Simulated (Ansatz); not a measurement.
# Cd2S under changes of volume

One of the cells (26.333 Å³/atom); the others are scaled copies at fixed shape and fractional positions:

```xyz
3
Lattice="3.9627 0.0000 0.0000 -1.9813 3.4318 0.0000 0.0000 0.0000 5.8092" Properties=species:S:1:pos:R:3 pbc="T T T"
Cd    0.0000    2.2878    5.4183
Cd    1.9813    1.1439    3.3620
S     0.0000    2.2878    2.1245
```

The cell comes from a database or a generator and needn't be the stable form of this composition.

```yaml
Program: Ansatz 0.2.0
Functional: PBEsol
Potentials_or_basis: Ansatz PAW
Cutoff: "420 eV (not typed: the program's choice for these potentials)"
k_mesh: 7 × 7 × 4
Occupations: fermi-dirac, width 0.05 eV
Spin: no spin polarisation
```

| volume (Å³/atom) | energy over the lowest point (meV/atom) | pressure (GPa) | gap on the mesh (eV) | largest force (eV/Å) |
| --- | --- | --- | --- | --- |
| 24.753 | 0.00 | -0.5 | 0.52 | 0.114 |
| 25.280 | 3.24 | -1.5 | 0.52 | 0.056 |
| 25.806 | 9.56 | -2.4 | 0.51 | 0.062 |
| 26.333 | 18.61 | -3.1 | 0.51 | 0.126 |
| 26.860 | 30.04 | -3.8 | 0.50 | 0.196 |
| 27.386 | 43.58 | -4.4 | 0.49 | 0.262 |
| 27.913 | ? | ? | ? | ? |

Question: What does the run at 27.913 Å³/atom give?

Answer: Energy over the lowest point 58.94 meV/atom; pressure -4.9 GPa; gap on the mesh 0.47 eV; largest force 0.323 eV/Å.

Worked out: A Birch-Murnaghan fit of order 3 (a polynomial in V^(-2/3)) to the other rows has its minimum at 24.52 Å³/atom, just outside them, with B0 = V·E''(V) = 52 GPa and B' = 4.8 at fixed shape and positions, which overstates the stiffness. It gives 58.99 meV/atom at 27.913 Å³/atom, against the run's 58.94, and -dE/dV = -4.9 GPa, against -4.9. A straight line through the other rows of the gap, of slope -0.296 eV per unit of ln V, extrapolates to 0.49 eV, against the run's 0.47.

Energies are extrapolated to zero smearing.

Caveats: odd divisions of the mesh miss points on the zone boundary, where band edges often lie, so the gap on the mesh can be too wide; the PAW data sets come from PBE, with cores solved anew for the run's functional, which leaves a small shift of forces and pressure.

A mesh can miss the band edges. Spin-orbit coupling on Cd is left out.
